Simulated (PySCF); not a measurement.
# [BiF4]−: other spin states and a change of charge

How does [BiF4]− respond at fixed geometry? The runs cover other spin states and a change of charge. The species was built from a template and needn't be a known compound.

Computed with PySCF 2.14.0. Level: r2SCAN, Bi def2-SVP with ECP60, F def2-SVP; scalar-relativistic core potentials, no spin–orbit coupling.

4 further runs of the same task are left out: 2 for a known fault of the program, 1 that didn't finish, 1 set aside as unsound or not needed.

### 1 Where the work starts

5 atoms, charge -1, spin multiplicity 1.

Bond lengths: Bi1–F2 2.097 Å, Bi1–F3 2.097 Å, Bi1–F4 2.097 Å, Bi1–F5 2.097 Å. Angles: F2–Bi1–F3 81.5°, F2–Bi1–F4 134.8°, F2–Bi1–F5 81.5°, F3–Bi1–F4 81.5°, F3–Bi1–F5 134.8°, F4–Bi1–F5 81.5°.

Geometry (Å):

```
Bi    0.0000    0.0000   -0.4629
F     1.9359    0.0000    0.3430
F     0.0000    1.9359    0.3430
F    -1.9359    0.0000    0.3430
F     0.0000   -1.9359    0.3430
```

Formal oxidation states: Bi +3. An earlier session relaxed this geometry at r2SCAN, Bi def2-SVP with ECP60, F def2-SVP (singlet, point group C4v).

Its energy there is -613.771915 Eh.

### 2 Multiplicity 3 at the relaxed geometry

run.py (the lines that set the calculation)

```python
mol = gto.M(atom='''
Bi     0.00000     0.00000    -0.46293
F      1.93589     0.00000     0.34301
F      0.00000     1.93589     0.34301
F     -1.93589     0.00000     0.34301
F      0.00000    -1.93589     0.34301''',
    basis={'Bi': 'def2-SVP', 'F': 'def2-SVP'},
    ecp={'Bi': 'def2-SVP'},
    charge=-1, spin=2)
mf = dft.UKS(mol, xc='R2SCAN')
mf.grids.atom_grid = (50, 194)
mf = mf.density_fit()  # fitting sets: Bi def2-universal-JKFIT, F def2-universal-JKFIT
mf.conv_tol = 1e-08; mf.max_cycle = 55
mf.kernel(dm0)  # dm0: free metal ions and neutral atoms
```

Command:

```sh
$ OMP_NUM_THREADS=2 python run.py
```

Output:

```text
init E= -634.990046293173
cycle= 1 E= -604.712063754117  delta_E= 30.3  |g|= 4.52  |ddm|= 7.31
cycle= 2 E= -600.222770300763  delta_E= 4.49  |g|= 5.57  |ddm|= 9.47
cycle= 3 E= -613.228652344283  delta_E=  -13  |g|= 0.909  |ddm|= 4.97
cycle= 4 E= -613.54608159193  delta_E= -0.317  |g|= 0.329  |ddm|= 1.18
cycle= 5 E= -613.421279682878  delta_E= 0.125  |g|= 0.623  |ddm|= 0.992
cycle= 6 E= -613.590271365906  delta_E= -0.169  |g|= 0.043  |ddm|= 0.696
cycle= 7 E= -613.591021206867  delta_E= -0.00075  |g|= 0.0207  |ddm|= 0.094
cycle= 8 E= -613.591222769553  delta_E= -0.000202  |g|= 0.0031  |ddm|= 0.0316
cycle= 9 E= -613.591227041216  delta_E= -4.27e-06  |g|= 0.00233  |ddm|= 0.00856
cycle= 10 E= -613.591229678523  delta_E= -2.64e-06  |g|= 0.000322  |ddm|= 0.0031
cycle= 11 E= -613.591229731175  delta_E= -5.27e-08  |g|= 0.000112  |ddm|= 0.000771
cycle= 12 E= -613.591229737269  delta_E= -6.09e-09  |g|= 2.71e-05  |ddm|= 0.000196
Extra cycle  E= -613.59122972706  delta_E= 1.02e-08  |g|= 0.000152  |ddm|= 0.000221
converged SCF energy = -613.59122972706  <S^2> = 2.0060506  2S+1 = 3.004031
```

Wall time 3.3 s (2 threads of Arm Neoverse V2, shared host).

Read off: E = -613.591230 Eh (+4.917 eV from the relaxed state), HOMO 2.84 eV, LUMO -1.69 eV (over both spins), ⟨S²⟩ = 2.006, Mulliken charge on Bi1 +0.83 e. The highest filled level lies above zero; it isn't the detachment energy. An empty level of one spin lies below a filled level of the other.

### 3 One electron removed, multiplicity 2

Changes to run.py (the lines that set the calculation) since step 2:

```diff
@@ -8,3 +8,3 @@
     ecp={'Bi': 'def2-SVP'},
-    charge=-1, spin=2)
+    charge=0, spin=1)
 mf = dft.UKS(mol, xc='R2SCAN')
@@ -13,2 +13,2 @@
 mf.conv_tol = 1e-08; mf.max_cycle = 55
-mf.kernel(dm0)  # dm0: free metal ions and neutral atoms
+mf.kernel(dm0)  # dm0: the density of the relaxed state
```

Command:

```sh
$ OMP_NUM_THREADS=2 python run.py
```

Output:

```text
init E= -613.775651957362
  HOMO = -0.0737596978943  LUMO = -0.0647976477971  gap/eV = 0.24387
cycle= 1 E= -613.562551641757  delta_E= 0.213  |g|= 0.242  |ddm|= 0.903
  HOMO = -0.380147296301  LUMO = -0.34908449239  gap/eV = 0.84526
cycle= 2 E= -613.54429451414  delta_E= 0.0183  |g|= 0.341  |ddm|= 0.462
  HOMO = -0.329797928065  LUMO = -0.312023493166  gap/eV = 0.48367
cycle= 3 E= -613.580452577821  delta_E= -0.0362  |g|= 0.0859  |ddm|= 0.309
  HOMO = -0.331366696827  LUMO = -0.307299135382  gap/eV = 0.65491
cycle= 4 E= -613.584211492616  delta_E= -0.00376  |g|= 0.00807  |ddm|= 0.125
  HOMO = -0.330107704629  LUMO = -0.305337818703  gap/eV = 0.67402
cycle= 5 E= -613.584245871394  delta_E= -3.44e-05  |g|= 0.00136  |ddm|= 0.0107
  HOMO = -0.330011001078  LUMO = -0.305147750416  gap/eV = 0.67656
cycle= 6 E= -613.584247319913  delta_E= -1.45e-06  |g|= 0.000475  |ddm|= 0.00281
  HOMO = -0.330044231776  LUMO = -0.305150435862  gap/eV = 0.67739
cycle= 7 E= -613.58424690131  delta_E= 4.19e-07  |g|= 0.00109  |ddm|= 0.00156
  HOMO = -0.330050578663  LUMO = -0.305150763666  gap/eV = 0.67756
cycle= 8 E= -613.584247419586  delta_E= -5.18e-07  |g|= 0.000242  |ddm|= 0.00133
  HOMO = -0.330048338315  LUMO = -0.30515006755  gap/eV = 0.67752
cycle= 9 E= -613.584247431597  delta_E= -1.2e-08  |g|= 0.000182  |ddm|= 0.000485
  HOMO = -0.330041011894  LUMO = -0.305148025461  gap/eV = 0.67737
cycle= 10 E= -613.584247447284  delta_E= -1.57e-08  |g|= 1.36e-05  |ddm|= 0.000226
  HOMO = -0.33004179812  LUMO = -0.305148420161  gap/eV = 0.67738
cycle= 11 E= -613.584247447431  delta_E= -1.47e-10  |g|= 2.93e-06  |ddm|= 3.01e-05
  HOMO = -0.330041506927  LUMO = -0.305148381571  gap/eV = 0.67738
Extra cycle  E= -613.584247447413  delta_E= 1.8e-11  |g|= 6.79e-06  |ddm|= 1.01e-05
converged SCF energy = -613.584247447413  <S^2> = 0.75595756  2S+1 = 2.0059487
```

Wall time 2.8 s (2 threads of Arm Neoverse V2, shared host).

Result: E = -613.584247 Eh (+5.107 eV from the relaxed state), HOMO -8.98 eV, LUMO -8.30 eV (over both spins), ⟨S²⟩ = 0.756, Mulliken charge on Bi1 +1.48 e. 

### 4 The states side by side

| state | energy from the relaxed state (eV) | ⟨S²⟩ | time |
| --- | --- | --- | --- |
| charge -1, singlet, vacuum (relaxed) | 0 | 0.00 |  |
| charge -1, triplet, vacuum | 4.92 | 2.01 | 3.3 s |
| charge 0, doublet, vacuum | 5.11 | 0.76 | 2.8 s |

An electron taken off or put on is at rest in vacuum. 

Removing an electron vertically costs 5.11 eV (doublet), against −HOMO = 1.89 eV. The triplet lies 4.92 eV above at this geometry. The bases are small and lack diffuse functions. Spin–orbit coupling is left out.
